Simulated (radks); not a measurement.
# Exchange and kinetic functionals tested on atomic densities: Be³⁺, Rh⁴⁺, Te⁴⁺, Mo, B⁺, Re²⁺

Aim: take each self-consistent density and evaluate many functionals on it, against the exact exchange and kinetic energies of the same orbitals. Every spin shell is full or empty, so the densities are truly spherical.

Method: non-relativistic Kohn-Sham, PBE, spin-polarised, spherical densities, point nucleus; open shells are filled with parallel spins first. Code: radks (a radial shooting solver on a logarithmic mesh, Libxc functionals) version 1.

### Step 1. What is computed

* species: Be³⁺ (1s1), Rh⁴⁺ ([Kr] 4d5), Te⁴⁺ ([Kr] 4d10 5s2), Mo ([Kr] 4d5 5s1), B⁺ ([He] 2s2), Re²⁺ ([Xe] 4f14 5d5)

### Step 2. Be³⁺, 1s1

Settings of this run:

```text
Z 4
configuration 1s1
relativity non-relativistic
functional pbe,pbe
spin polarised
nucleus point
```

### Step 3. Rh⁴⁺, [Kr] 4d5

Settings of this run:

```text
Z 45
configuration [Kr] 4d5
relativity non-relativistic
functional pbe,pbe
spin polarised
nucleus point
```

### Step 4. Te⁴⁺, [Kr] 4d10 5s2

Settings of this run:

```text
Z 52
configuration [Kr] 4d10 5s2
relativity non-relativistic
functional pbe,pbe
spin polarised
nucleus point
```

### Step 5. Mo, [Kr] 4d5 5s1

Settings of this run:

```text
Z 42
configuration [Kr] 4d5 5s1
relativity non-relativistic
functional pbe,pbe
spin polarised
nucleus point
```

### Step 6. B⁺, [He] 2s2

Settings of this run:

```text
Z 5
configuration [He] 2s2
relativity non-relativistic
functional pbe,pbe
spin polarised
nucleus point
```

### Step 7. Re²⁺, [Xe] 4f14 5d5

Settings of this run:

```text
Z 75
configuration [Xe] 4f14 5d5
relativity non-relativistic
functional pbe,pbe
spin polarised
nucleus point
```

**Question.** What will these runs give? Wanted: for each run, error in magnitude; Be³⁺; Rh⁴⁺; Te⁴⁺; Mo; B⁺; Re²⁺.

As calculated:

| error in magnitude (%) | Be³⁺ | Rh⁴⁺ | Te⁴⁺ | Mo | B⁺ | Re²⁺ |
| --- | --- | --- | --- | --- | --- | --- |
| exchange, LDA | -14.18 | -5.15 | -4.80 | -5.17 | -12.96 | -3.83 |
| exchange, revPBE | -0.52 | -0.32 | -0.28 | -0.23 | +0.29 | -0.17 |
| exchange, RPBE | -0.30 | -0.26 | -0.23 | -0.17 | +0.64 | -0.13 |
| exchange, WC | -3.95 | -0.96 | -0.85 | -0.88 | -3.04 | -0.55 |
| exchange, AM05 | -10.97 | -4.77 | -4.47 | -4.79 | -10.19 | -3.62 |
| exchange, SOGGA | -6.48 | -2.43 | -2.25 | -2.39 | -5.45 | -1.77 |
| exchange, B86b | -1.04 | -0.04 | -0.01 | +0.06 | -0.10 | +0.10 |
| exchange, EV93 | +3.84 | -0.24 | -0.29 | -0.14 | +4.73 | -0.40 |
| exchange, r2SCAN | +0.05 | -0.10 | -0.11 | -0.03 | -0.32 | -0.10 |
| kinetic, Thomas-Fermi | -8.41 | -5.45 | -5.24 | -5.57 | -10.35 | -4.75 |
| kinetic, TF + vW/9 | +2.70 | -0.67 | -0.67 | -0.68 | -0.15 | -0.72 |
| kinetic, LC94 | +2.20 | +0.08 | +0.07 | +0.08 | -0.16 | -0.01 |
| kinetic, APBEK | +2.05 | +0.14 | +0.12 | +0.14 | -0.14 | +0.02 |
| kinetic, Perdew 92 | +2.72 | -0.66 | -0.66 | -0.67 | -0.13 | -0.72 |
| kinetic, Thakkar | +2.40 | -0.52 | -0.58 | -0.50 | +0.06 | -0.79 |
| kinetic, Pearson | -2.38 | -0.94 | -0.91 | -0.97 | -4.38 | -0.89 |
| kinetic, DePristo-Kress | +2.82 | -0.06 | -0.10 | -0.06 | -1.60 | -0.23 |
| kinetic, Ernzerhof | +6.58 | -0.36 | -0.40 | -0.37 | +1.88 | -0.51 |

**Reading.** Negative means that the magnitude is too small. For exchange the mean absolute error is least for r2SCAN (0.12 %) and largest for LDA (7.68 %). Among the orbital-free kinetic functionals LC94 (0.43 %) does best and Thomas-Fermi (6.63 %) worst. The functionals are evaluated on one density each, not self-consistently.
